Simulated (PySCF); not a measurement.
# C2H6N2OSi: the cost of one run

Programs: PySCF 2.14.0, with density-fitted response routines of our own. Each step states its level of theory. These are calculated values for one molecule in the gas phase, unless marked as measured. Atoms are numbered from 0 throughout.

### 1 The molecule as given

12 atoms, charge 0, multiplicity 1; geometry from: PBE0-D3(BJ)/def2-SVP.

Bonds of the start (Å): C0–C1 1.22, C1–Si2 1.85, Si2–N3 1.71, Si2–N4 1.71, Si2–O5 1.67, C0–H6 1.08, N3–H7 1.01, N3–H8 1.01, N4–H9 1.01, N4–H10 1.01, O5–H11 0.96.

### 2 Core-electron binding energies: SCAN, X2C

What the job is given:

```
{"job": {"kind": "xps"}, "charge": 0, "multiplicity": 1}
C      1.479093    -1.497140     1.665246
C      0.844972    -0.817299     0.878314
Si    -0.085791     0.217649    -0.343258
N     -0.285803     1.876281     0.000672
N     -1.640673    -0.495312    -0.386275
O      0.846826     0.221914    -1.723765
H      2.035531    -2.090755     2.368964
H      0.459945     2.533671    -0.188646
H     -0.909819     2.188218     0.732938
H     -1.760449    -1.480746    -0.186986
H     -2.356548    -0.139331    -1.008831
H      1.413923    -0.548272    -1.820458
```

Method: delta-SCF UKS SCAN, pcX-2 on the ionised atom, pcseg-1 elsewhere, spin-free X2C.

Started as:

```
$ OMP_NUM_THREADS=1 python probes_run.py task.json out
```

The driver reads the jobs from task.json and runs them one after another.

**Question.** How long does this first job take on 1 thread of Arm Neoverse V1, shared host, and how much memory does it need?

About 47 s, with a peak of 0.53 GiB.
